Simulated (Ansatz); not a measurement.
# CHClGa: the cost of one run

Computed with Ansatz 0.2.0, Gaussian basis. Level: the settings change from run to run.

23 further runs of the same task are left out: 13 that didn't finish, 10 set aside as unsound or not needed.

## Step 1: What is computed

The geometry is a PBE0/def2-TZVP stationary point (not a proven minimum) with its atoms shifted at random (size 0.100 Å). No spin-orbit coupling is included. The filled d shell of Ga may be among the frozen orbitals whatever the setting's name suggests; the logs give the count.

4 atoms, charge 0, spin multiplicity 4.

Atoms are counted from 1 here; the program's logs count them from 0.

Bond lengths: C1–Ga2 1.941 Å, C1–H4 1.170 Å, Ga2–Cl3 2.196 Å. Angles: Ga2–C1–H4 151.2°, C1–Ga2–Cl3 116.7°.

## Step 2: BCCD/cc-pVDZ

The input, in.yaml:

```yaml
crystal:
  periodic: [false, false, false]
  atoms:
    - {symbol: C, position_ang: [0.123775, -0.929844, 1.878803]}
    - {symbol: Ga, position_ang: [-0.041099, 0.382380, 0.457740]}
    - {symbol: Cl, position_ang: [0.035521, -0.379086, -1.600881]}
    - {symbol: H, position_ang: [0.118630, -2.036651, 2.257332]}
basis:
  gaussian: {orbitals: cc-pVDZ}
magnetization: {spin_polarized: false, initial_magnetization: 3}
hamiltonian: {xc: {name: B3LYP}, pseudopotentials: {relativity: scalar}}
correlation: {method: bccd, electrons: outside_noble_gas}
output: {forces: true}
```

The run is started by

```sh
ansatz run in.yaml --threads 1 --pin off --events-out ev --progress --plain --max-ram 2393MiB
```

Q: Estimate wall time and peak memory on 1 thread of Arm Neoverse V2, shared host.

About 14 s, with a peak of 0.27 GiB.
